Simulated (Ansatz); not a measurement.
Predict the output of the script below (the Ansatz DFT code, driven from Python).

`scan_c2h6se2.py`
```python
"""Potential curve of C2H6Se2 along one bond."""

import ansatz as az
import numpy as np

GEOMETRY = """
C    -1.82620    0.15170    0.02830
Se   -0.55320    1.61280   -0.10530
Se    0.89160    0.44850    1.34660
C     1.89710   -0.39200   -0.14480
H    -2.18440    0.05720    1.05540
H    -1.44710   -0.73660   -0.36830
H    -2.73300    0.47230   -0.58970
H     1.13900   -1.00430   -0.71860
H     2.64140   -1.03520    0.28220
H     2.25790    0.37430   -0.78280
"""

system = az.Crystal.molecule()
for line in GEOMETRY.strip().splitlines():
    symbol, *xyz = line.split()
    system = system.atom(symbol, [float(v) for v in xyz])

symbols = [site.symbol for site in system.cartesian_sites]
start = np.array([site.position_ang for site in system.cartesian_sites])
axis = (start[6] - start[0]) / np.linalg.norm(start[6] - start[0])
moving = [6]
lengths, energies = [1.006, 1.052, 1.098, 1.143, 1.189, 1.235, 1.28, 1.349], []
for length in lengths:
    xyz = start.copy()
    xyz[moving] += (length - np.linalg.norm(start[6] - start[0])) * axis
    point = az.Crystal.molecule()
    for symbol, place in zip(symbols, xyz):
        point = point.atom(symbol, place.tolist())
    calc = (
        point.calculation()
        .basis(gaussian="def2-SVP")
        .functional("pbe0")
    )
    summary = calc.run(threads=1).report
    energies.append(summary["free_energy_ev"])
    print(f"r = {length:6.3f} A  E = {energies[-1]:.5f} eV  <S^2> = {abs(summary['mean_field']['state']['spin_squared']):.3f}")

# quartic fit about the minimum
fit = np.polynomial.Polynomial.fit(lengths, np.array(energies) - min(energies), 4).convert()
roots = [r.real for r in fit.deriv().roots() if abs(r.imag) < 1e-9 and fit.deriv(2)(r.real) > 0]
r_e = min(roots, key=lambda r: abs(r - lengths[int(np.argmin(energies))]))
print(f"minimum of the fit at {r_e:.4f} A, force constant {fit.deriv(2)(r_e):.2f} eV/A^2")
```

```console
$ python scan_c2h6se2.py
r =  1.006 A  E = -132835.43326 eV  <S^2> = 0.000
r =  1.052 A  E = -132835.57620 eV  <S^2> = 0.000
r =  1.098 A  E = -132835.62515 eV  <S^2> = 0.000
r =  1.143 A  E = -132835.60289 eV  <S^2> = 0.000
r =  1.189 A  E = -132835.52525 eV  <S^2> = 0.000
r =  1.235 A  E = -132835.40559 eV  <S^2> = 0.000
r =  1.280 A  E = -132835.25812 eV  <S^2> = 0.000
r =  1.349 A  E = -132834.99129 eV  <S^2> = 0.000
minimum of the fit at 1.1044 A, force constant 33.07 eV/A^2
```

Total energies depend on the basis set; only differences at equal settings carry meaning. The rest of the molecule is held rigid at a force-field or estimated start geometry, and the basis set is modest; single-reference methods fail as a bond breaks. The orbitals are restricted, so S² is zero by construction. Timing: 39 s on 1 thread of Arm Neoverse V2, on a shared host, peak memory 0.37 GiB.
